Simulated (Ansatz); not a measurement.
MnSb4:

```
Sb Mn
1.0
     3.08050    0.00000    0.00000
     0.00000    3.08050    0.00000
     0.00000    0.00000   14.99420
Sb Mn
4 1
Direct
  0.00000 0.00000 0.81968
  0.00000 0.00000 0.60055
  0.00000 0.00000 0.39945
  0.00000 0.00000 0.18032
  0.00000 0.00000 0.00000
```

The cell comes from a database or a generator and needn't be the stable form of this composition.

Base run:

- Program: Ansatz 0.2.0
- Functional: PBE
- Potentials or basis: Ansatz PAW
- Cutoff: 420 eV (not typed: the program's choice for these potentials)
- k mesh: 7 × 7 × 2
- Occupations: fermi-dirac, width 0.05 eV
- Spin: collinear spin, ferromagnetic start
- Starting moments: [0.0, 0.0, 0.0, 0.0, 6.0] μB
- Fixed moment: 6 μB

Its results: pressure 1.5 GPa; site moments Sb +0.16, +0.18; Mn +4.22 μB; largest force 0.286 eV/Å.

Q: After a change of settings the same cell gave: pressure 4.1 GPa; site moments Sb +0.28, +0.45; Mn +4.48 μB; largest force 0.522 eV/Å. Which change was it?
A. fixed moment from 6 μB to 8 μB; moments at the start from [0.0, 0.0, 0.0, 0.0, 6.0] to [0.0, 0.0, 0.0, 0.0, 8.0]
B. fixed moment from 6 μB to 2 μB; moments at the start from [0.0, 0.0, 0.0, 0.0, 6.0] to [0.0, 0.0, 0.0, 0.0, 2.0]
C. fixed moment from 6 μB to 4 μB; moments at the start from [0.0, 0.0, 0.0, 0.0, 6.0] to [0.0, 0.0, 0.0, 0.0, 4.0]
D. fixed moment from 6 μB to 3 μB; moments at the start from [0.0, 0.0, 0.0, 0.0, 6.0] to [0.0, 0.0, 0.0, 0.0, 3.0]

A: A.

Caveats: the total moment is fixed, so each spin has its own Fermi level; a cell with one magnetic atom can't hold antiferromagnetic order, which such compounds often take; the thresholds are loose for stress.
